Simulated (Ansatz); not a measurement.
**Ag: strong compression**

The task here is to estimate one member of a computed series from the others.

Program: Ansatz 0.2.0. Level of theory: DFT PBEsol, with the methods named in each step. These are calculated values, not measurements.

1 further run of the same task is left out (it didn't finish). Runs told in other sessions of the task aren't counted.

## The system as given

Symmetry: Pm-3m, No. 221, cubic system. Conventional cell: a = 2.619 Å, b = 2.619 Å, c = 2.619 Å, α = 90.00°, β = 90.00°, γ = 90.00°. Around Ag (site symmetry m-3m) lie 6 Ag at 2.62 Å.

As a file:

```cif
data_structure
_symmetry_space_group_name_H-M 'Pm-3m'
_symmetry_Int_Tables_number 221
_cell_length_a 2.6191
_cell_length_b 2.6191
_cell_length_c 2.6191
_cell_angle_alpha 90.000
_cell_angle_beta 90.000
_cell_angle_gamma 90.000
_cell_volume 17.97
loop_
_atom_site_label
_atom_site_type_symbol
_atom_site_symmetry_multiplicity
_atom_site_Wyckoff_symbol
_atom_site_fract_x
_atom_site_fract_y
_atom_site_fract_z
_atom_site_occupancy
Ag1 Ag 1 a 0.00000 0.00000 0.00000 1
```

The file gives the conventional cell by its symmetry; the runs use the cell typed in the input.

Whether this phase is the stable one at these pressures isn't tested.

The first run:

input.yaml reads:

```yaml
crystal:
  lattice:
    - [2.6191330193, 0.0, 0.0]
    - [0.0, 2.6191330193, 0.0]
    - [0.0, 0.0, 2.6191330193]
  atoms:
    - { symbol: Ag, position: [0.0, 0.0, 0.0] }
kpoints:
  mp_grid: { grid: [16, 16, 16] }
scf:
  occupations: { method: fermi_dirac, width: 0.05 }
hamiltonian:
  xc: pbesol
  pseudopotentials: { kind: paw }
output:
  forces: true
  stress: true
relax:
  f_tol: 0.005
  max_steps: 40
  cell: {}
```

Run with:

```console
$ ansatz run input.yaml --threads 1 --pin off --max-ram 2048MiB --backend cpu --events-out ev --progress --plain --runs-dir out
```

Among the steps run: Cell relaxed at zero pressure, PAW; Volume scaled by 1, PAW; Volume scaled by 1, PAW (cutoff 600 eV); Volume scaled by 0.92, PAW; Volume scaled by 0.84, PAW; Volume scaled by 0.76, PAW; Volume scaled by 0.68, PAW; Volume scaled by 0.68, PAW (source ansatz); Volume scaled by 0.6, PAW; Volume scaled by 0.52, PAW; Volume scaled by 0.45, PAW; Volume scaled by 0.45, PAW (cutoff 250 eV).

One table of the session follows, with a row left open; its other results are not shown here.

| method | volume over the first | volume (Å³/atom) | pressure (GPa) |
| --- | --- | --- | --- |
| PAW | 1 | 19.365 | -0.03 |
| PAW | 0.92 | 17.815 | 9.23 |
| PAW | 0.84 | ? | ? |
| PAW | 0.76 | 14.717 | 51.86 |
| PAW | 0.68 | 13.168 | 98.78 |
| PAW | 0.6 | 11.619 | 182.85 |
| PAW | 0.52 | 10.070 | 340.04 |
| PAW | 0.45 | 8.714 | 599.75 |
| PAW (cutoff 250 eV) | 0.45 | 8.714 | 619.96 |
| PAW (cutoff 600 eV) | 1 | 19.365 | -0.04 |
| PAW (source ansatz) | 0.68 | 13.168 | 98.72 |

Q: Estimate the row for PAW, 0.84 from the others.

The run gave: volume (Å³/atom): 16.266; pressure (GPa): 24.94. In the column «volume (Å³/atom)» it lies between PAW, 0.76 (14.717) and PAW, 0.92 (17.815).

To keep in mind: At pressures up to 620 GPa the PAW spheres may overlap and frozen cores may not hold, so those PAW values are rough without an all-electron check. Warnings in the runs' records: cutoff below recommended.
